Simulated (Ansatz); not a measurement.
A nudged elastic band was laid between two geometries of a periodic cell of 17 atoms, Si₁₆Ge (host Si, host structure diamond, interstitial Ge).

All numbers below come from DFT PBE, scalar-relativistic, plane waves, PAW (Ansatz 0.2.0). Settings: PAW set soft_1, cutoff 420 eV, k mesh 2x2x2, gaussian smearing 0.02 eV, no spin polarisation.

```
movable images  : 3
climbing image  : yes
spring          : 2.0 eV/Å²
optimiser       : lbfgs
start path      : IDPP
force threshold : 0.03 eV/Å
iteration limit : 80
end points      : relaxed
```

Initial state:

```xyz
17
Lattice="0.0000 5.4300 5.4300 5.4300 0.0000 5.4300 5.4300 5.4300 0.0000" Properties=species:S:1:pos:R:3
Si -0.002 0.000 -0.062
Si 1.376 1.408 1.299
Si 2.713 2.715 -0.002
Si 4.050 4.022 1.299
Si 2.743 0.000 2.713
Si 4.059 1.364 4.078
Si 5.428 2.660 2.713
Si 6.806 4.022 4.128
Si -0.002 2.770 2.714
Si 1.368 4.066 4.077
Si 2.683 5.430 2.714
Si 4.050 6.838 4.128
Si 2.713 2.715 5.428
Si 4.059 4.065 6.780
Si 5.428 5.430 5.489
Si 6.798 6.794 6.780
Ge 5.428 5.430 2.713
```

Final state:

```xyz
17
Lattice="0.0000 5.4300 5.4300 5.4300 0.0000 5.4300 5.4300 5.4300 0.0000" Properties=species:S:1:pos:R:3
Si 0.011 0.007 0.014
Si 1.360 1.357 1.362
Si 2.709 2.708 0.014
Si 4.075 4.073 1.326
Si 2.710 0.006 2.708
Si 4.075 1.295 4.076
Si 5.476 2.655 2.693
Si 6.839 4.072 4.076
Si 0.011 2.709 2.708
Si 1.310 4.073 4.076
Si 2.672 5.490 2.692
Si 4.074 6.850 4.075
Si 2.674 2.656 5.457
Si 4.075 4.072 6.824
Si 5.475 5.488 5.457
Si 6.789 6.787 6.789
Ge 4.074 4.072 4.073
```

Q: What changes between the two ends?

A: Contacts lost: Si2–Ge17. Contacts made: Si13–Ge17. The atom that moves furthest is Ge17, by 2.35 Å; four of its nearest neighbours are Si2 2.43, Si4 2.43, Si12 2.43, Si8 2.43 Å at the first end and Si11 2.42, Si7 2.42, Si13 2.43, Si15 2.43 Å at the last.

Q: What energy profile does the band end with?

A: The run converged. The highest image is number 2 of 0 to 4, 0.34 eV above the ends, which have the same energy within 2 meV. By the program's own check the climbing image is of a kind that is not told: the force calls were inconclusive, a negative curvature could not be distinguished from the path's own, the only one lies far off the path, or fixed occupations may fill a level only in part (lowest curvatures found: -1.66 and 0.56 eV/Å²). Limits of this set-up: coarse k mesh, a small cell, in which the defect meets its images.

| image | path coordinate (Å) | energy (eV) | Si2–Ge17 (Å) | Si13–Ge17 (Å) |
| --- | --- | --- | --- | --- |
| 0 | 0.00 | 0.00 | 2.43 | 4.70 |
| 1 | 0.92 | 0.29 | 2.60 | 3.86 |
| 2 | 1.85 | 0.34 | 3.46 | 2.79 |
| 3 | 2.52 | 0.16 | 4.14 | 2.49 |
| 4 | 3.19 | 0.00 | 4.70 | 2.43 |

Q: What is the geometry of the highest image?

A: 
```xyz
17
Lattice="0.0000 5.4300 5.4300 5.4300 0.0000 5.4300 5.4300 5.4300 0.0000" Properties=species:S:1:pos:R:3
Si -0.069 -0.069 -0.001
Si 1.171 1.171 1.545
Si 2.530 2.530 0.185
Si 3.981 3.981 1.269
Si 2.717 -0.069 2.785
Si 4.153 1.310 3.993
Si 5.561 2.546 2.585
Si 6.876 3.981 4.166
Si -0.069 2.716 2.785
Si 1.310 4.152 3.993
Si 2.545 5.560 2.585
Si 3.981 6.875 4.166
Si 2.996 2.996 5.149
Si 4.152 4.152 6.836
Si 5.561 5.560 5.602
Si 7.052 7.052 6.523
Ge 4.606 4.605 3.540
```

The band took 44 iterations and of the order of 11 core-minutes.

Run time: 11 min on 1 thread of Intel(R) Xeon(R) 6975P-C (Granite Rapids), with other jobs on the host, peak memory 0.93 GiB.
